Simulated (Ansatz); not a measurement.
# AsH₃MgO: single points off equilibrium

A test off equilibrium: a structure displaced at random from a GFN2-xTB minimum is computed at several levels, and each is set against CCSD(T).

Computed with Ansatz 0.2.0, Gaussian basis. Level: single points in def2-TZVPP.

Correlated methods freeze the cores. Filled d shells of the heavier atoms are correlated. The outer core shell of Li, Na, Mg and K is correlated. B3LYP uses VWN-RPA correlation.

### Step 1. The system as given

SMILES `O[AsH][MgH]`, 6 atoms, charge 0, spin multiplicity 1.

Atoms are counted from 1 here; the program's logs count them from 0.

Bond lengths: O1–As2 1.872 Å, O1–H4 1.002 Å, As2–Mg3 2.541 Å, As2–H5 1.562 Å, Mg3–H6 1.798 Å. Angles: As2–O1–H4 117.1°, O1–As2–Mg3 79.3°, O1–As2–H5 97.7°, Mg3–As2–H5 85.8°, As2–Mg3–H6 114.1°.

Coordinates:

```mol
AsH3MgO
  3D, bonds by distance, orders not assigned

  6  5  0  0  0  0  0  0  0  0999 V2000
   -0.9863   -0.8225   -0.4320 O   0  0
    0.4616   -0.2484   -1.4713 As  0  0
    1.3291    0.2483    0.8649 Mg  0  0
   -0.9958   -0.5436    0.5304 H   0  0
    0.0892    1.2678   -1.5321 H   0  0
    0.0858    0.1032    2.1559 H   0  0
  1  2  8  0
  1  4  8  0
  2  3  8  0
  2  5  8  0
  3  6  8  0
M  END
```

### Step 2. CCSD(T)/def2-TZVPP

The input, run/in.yaml:

```yaml
crystal:
  periodic: [false, false, false]
  atoms:
    - {symbol: O, position_ang: [-0.986300, -0.822500, -0.432000]}
    - {symbol: As, position_ang: [0.461600, -0.248400, -1.471300]}
    - {symbol: Mg, position_ang: [1.329100, 0.248300, 0.864900]}
    - {symbol: H, position_ang: [-0.995800, -0.543600, 0.530400]}
    - {symbol: H, position_ang: [0.089200, 1.267800, -1.532100]}
    - {symbol: H, position_ang: [0.085800, 0.103200, 2.155900]}
basis:
  gaussian: {orbitals: def2-TZVPP}
correlation: {method: ccsd_t}
output: {forces: true}
```

The command line of these runs was not kept.

### Step 3. PBE0-D4/def2-TZVPP

run/in.yaml, as its differences from that of step 2:

```diff
@@ -11,3 +11,3 @@
   gaussian: {orbitals: def2-TZVPP}
-correlation: {method: ccsd_t}
-output: {forces: true}
+hamiltonian: {xc: pbe0, dispersion: d4}
+output: {forces: true, orbitals: {seedname: orbitals}}
```

### Step 4. wB97M-V/def2-TZVPP

run/in.yaml, as its differences from that of step 3:

```diff
@@ -11,3 +11,3 @@
   gaussian: {orbitals: def2-TZVPP}
-hamiltonian: {xc: pbe0, dispersion: d4}
-output: {forces: true, orbitals: {seedname: orbitals}}
+hamiltonian: {xc: {name: wB97M-V}}
+output: {forces: true}
```

### Step 5. r2SCAN-D4/def2-TZVPP

run/in.yaml, as its differences from that of step 4:

```diff
@@ -11,3 +11,3 @@
   gaussian: {orbitals: def2-TZVPP}
-hamiltonian: {xc: {name: wB97M-V}}
+hamiltonian: {xc: r2scan, dispersion: d4}
 output: {forces: true}
```

### Step 6. PBE-D4/def2-TZVPP

run/in.yaml, as its differences from that of step 5:

```diff
@@ -11,3 +11,3 @@
   gaussian: {orbitals: def2-TZVPP}
-hamiltonian: {xc: r2scan, dispersion: d4}
+hamiltonian: {xc: pbe, dispersion: d4}
 output: {forces: true}
```

### Step 7. B3LYP-D4/def2-TZVPP

run/in.yaml, as its differences from that of step 6:

```diff
@@ -11,3 +11,3 @@
   gaussian: {orbitals: def2-TZVPP}
-hamiltonian: {xc: pbe, dispersion: d4}
+hamiltonian: {xc: {name: B3LYP}, dispersion: d4}
 output: {forces: true}
```

### Step 8. revPBE-D4/def2-TZVPP

run/in.yaml, as its differences from that of step 7:

```diff
@@ -11,3 +11,3 @@
   gaussian: {orbitals: def2-TZVPP}
-hamiltonian: {xc: {name: B3LYP}, dispersion: d4}
+hamiltonian: {xc: {name: revPBE}, dispersion: d4}
 output: {forces: true}
```

(Steps that only read results are left out.)

Q: Predict the outcome of this session. Wanted: energy less free atoms, CCSD(T)/def2-TZVPP; RMS force component; RMS force error; HOMO and LUMO, PBE0-D4; T1 diagnostic.

The runs gave:

| quantity | value |
| --- | --- |
| energy less free atoms, CCSD(T)/def2-TZVPP | -1301.7 kJ/mol |
| RMS force component | 0.283 to 0.556 eV/Å over the methods |
| RMS force error | PBE0-D4 0.081, wB97M-V 0.071, r2SCAN-D4 0.083, PBE-D4 0.264, B3LYP-D4 0.091, revPBE-D4 0.288 eV/Å |
| HOMO and LUMO, PBE0-D4 | -6.31 and -2.31 eV |
| T1 diagnostic | 0.013 |

**Reading.** Against CCSD(T) the functionals' energies less atoms differ by -101.8 to -37.1 kJ/mol, PBE-D4 by -101.8 kJ/mol. A larger basis would deepen the CCSD(T) value, while the functionals are nearly converged already, so the order here is not reliable. On forces the order runs from wB97M-V to revPBE-D4. Frozen-core CCSD(T) forces in triple zeta carry basis errors of their own, and this is one geometry, so small gaps rank nothing.
